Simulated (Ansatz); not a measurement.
# BrCl4GeH: the cost of one run

Program: Ansatz 0.2.0. Level of theory: RHF/def2-SVP. These are calculated values, not measurements.

**1. The system as given**

Bond lengths: Ge1–Cl2 2.570 Å, Ge1–Cl3 2.220 Å, Ge1–Cl4 2.218 Å, Ge1–Cl5 2.218 Å, Ge1–Br6 2.700 Å, Cl2–H7 1.519 Å, Br6–H7 1.695 Å. Angles: Ge1–Cl2–H7 73.4°, Cl2–Ge1–Cl3 109.5°, Cl2–Ge1–Cl4 109.5°, Cl2–Ge1–Cl5 109.5°, Cl2–Ge1–Br6 71.6°, Cl3–Ge1–Cl4 109.5°, Cl3–Ge1–Cl5 109.5°, Cl3–Ge1–Br6 178.9°, Cl4–Ge1–Cl5 109.5°, Cl4–Ge1–Br6 70.0°, Cl5–Ge1–Br6 70.0°, Ge1–Br6–H7 67.6°, Cl2–H7–Br6 147.4°.

Coordinates:

```xyz
7

Ge    0.0000    0.0000    0.0000
Cl    0.0000    0.0000    2.5700
Cl    2.0935    0.0000   -0.7393
Cl   -1.0456    1.8115   -0.7393
Cl   -1.0456   -1.8115   -0.7393
Br   -2.5623    0.0000    0.8514
H    -1.4556    0.0000    2.1355
```

**2. A restrained relaxation towards end A**

Springs on the bonds that form and break draw the guess towards this end; the thresholds are loose.

input.yaml

```yaml
crystal:
  periodic: [false, false, false]
  atoms:
    - { symbol: Ge, position_ang: [0.0, 0.0, 0.0] }
    - { symbol: Cl, position_ang: [0.0, 0.0, 2.57] }
    - { symbol: Cl, position_ang: [2.0935, 0.0, -0.7393] }
    - { symbol: Cl, position_ang: [-1.0456, 1.8115, -0.7393] }
    - { symbol: Cl, position_ang: [-1.0456, -1.8115, -0.7393] }
    - { symbol: Br, position_ang: [-2.5623, 0.0, 0.8514] }
    - { symbol: H, position_ang: [-1.4556, 0.0, 2.1355] }
basis:
  gaussian: { orbitals: def2-SVP }
hamiltonian:
  xc: hf
relax:
  f_tol: 0.15
  max_steps: 25
  restrain:
    - { distance: [0, 5], at: 3.6, k: 30.0 }
    - { distance: [6, 1], at: 2.57, k: 30.0 }
    - { distance: [0, 1], at: 2.22, k: 30.0 }
    - { distance: [6, 5], at: 1.55, k: 30.0 }
```

Run with:

```console
ansatz run input.yaml --threads 4 --pin off --max-ram 5120MiB --backend cpu --events-out ev --progress --plain --runs-dir out
```

What time and memory should one allow on 4 threads of Arm Neoverse V2, shared host?

About 17 s, with a peak of 0.46 GiB.
